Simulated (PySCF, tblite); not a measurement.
# C₆H₁₂NP: geometry, infrared bands and NMR shifts

What infrared bands and NMR shifts should C₆H₁₂NP (`C=C[P@@]1(=N)CC[C@H]1C`) show?

The runs use tblite 0.8.0 and PySCF 2.14.0, with density-fitted response routines of our own; the level of theory stands in each step. All values are computed, except where a source is named. Atoms count from 0, in the outputs and in this text.

## Step 1: Starting geometry

20 atoms, charge 0, multiplicity 1; geometry from: force field or distance geometry start.

Bonds of the start (Å): C0–C1 1.34, C1–P2 1.75, P2–N3 1.57, P2–C4 1.83, C4–C5 1.51, C5–C6 1.49, C6–C7 1.50, C6–P2 1.78, C0–H8 1.09, C0–H9 1.09, C1–H10 1.10, N3–H11 1.02, C4–H12 1.09, C4–H13 1.11, C5–H14 1.10, C5–H15 1.11, C6–H16 1.12, C7–H17 1.08, C7–H18 1.11, C7–H19 1.12.

## Step 2: Geometry optimisation with GFN2-xTB

The job: settings as JSON, then the geometry in Å.

```
{"job": {"kind": "relax", "xc": "GFN2-xTB", "basis": "xTB"}, "charge": 0, "multiplicity": 1}
C      2.627600     1.318100    -0.266700
C      1.751300     0.514400     0.343500
P      0.535000    -0.404300    -0.508800
N      0.882300    -0.888100    -1.964600
C     -0.104100    -1.708600     0.606400
C     -1.065400    -0.678500     1.151900
C     -1.188400    -0.087700    -0.215700
C     -1.711500     1.313700    -0.277500
H      2.620300     1.466300    -1.343300
H      3.378000     1.882800     0.288200
H      1.829900     0.420100     1.433800
H      0.433100    -1.730500    -2.330200
H     -0.528200    -2.566200     0.091500
H      0.684200    -1.953100     1.348300
H     -0.560700     0.028100     1.835100
H     -2.022200    -1.090100     1.532100
H     -1.830400    -0.735900    -0.864200
H     -1.066700     2.044200     0.186500
H     -1.980200     1.559800    -1.324000
H     -2.689100     1.306100     0.274800
```

The run is started by

```console
> OMP_NUM_THREADS=1 python probes_run.py task.json out
```

The driver reads the jobs from task.json and runs them one after another.

**Question.** This job is followed by: GFN2-xTB harmonic vibrations, gas phase; GIAO PBE0/pcSseg-1 NMR shielding, non-relativistic, gas phase. Predict these results of the whole session: strongest single infrared mode (GFN2-xTB); zero-point energy (GFN2-xTB); 13C shifts against TMS (PBE0/pcSseg-1); 1H shifts against TMS (PBE0/pcSseg-1, means over atoms taken as alike); 31P shifts against H3PO4 (PBE0/pcSseg-1); 15N shifts against NH3 (PBE0/pcSseg-1).

The runs gave:

| quantity | value |
| --- | --- |
| strongest single infrared mode (GFN2-xTB) | 429 cm⁻¹, 107 km/mol |
| zero-point energy (GFN2-xTB) | 104.0 kcal/mol |
| 13C shifts against TMS (PBE0/pcSseg-1) | 145.5, 132.5, 57.8, 42.2, 20.5, 17.9 ppm |
| 1H shifts against TMS (PBE0/pcSseg-1, means over atoms taken as alike) | 7.39, 6.71, 6.15, 2.75, 2.39, 2.37, 2.00, 1.35, 1.18, 0.99 ppm |
| 31P shifts against H3PO4 (PBE0/pcSseg-1) | 0.0 ppm |
| 15N shifts against NH3 (PBE0/pcSseg-1) | 65.0 ppm |

What this shows: The optimisation took 103 steps and gained 1.356 eV; among the close pairs (by a distance rule), P2–C6 changed most, from 1.777 to 1.891 Å. No mode is imaginary among the 54: a minimum at this level. The strongest single mode, at 429 cm⁻¹, moves mainly H11. Unscaled tight-binding wavenumbers are off by several per cent, some by more. Its intensities can rank the bands wrongly. The most deshielded carbon is C0 (terminal =CH2 carbon), at 145.5 ppm: the olefinic region. At PBE0/pcSseg-1: Shielding is most anisotropic at C0 (span 269 ppm, paramagnetic term -211 ppm).
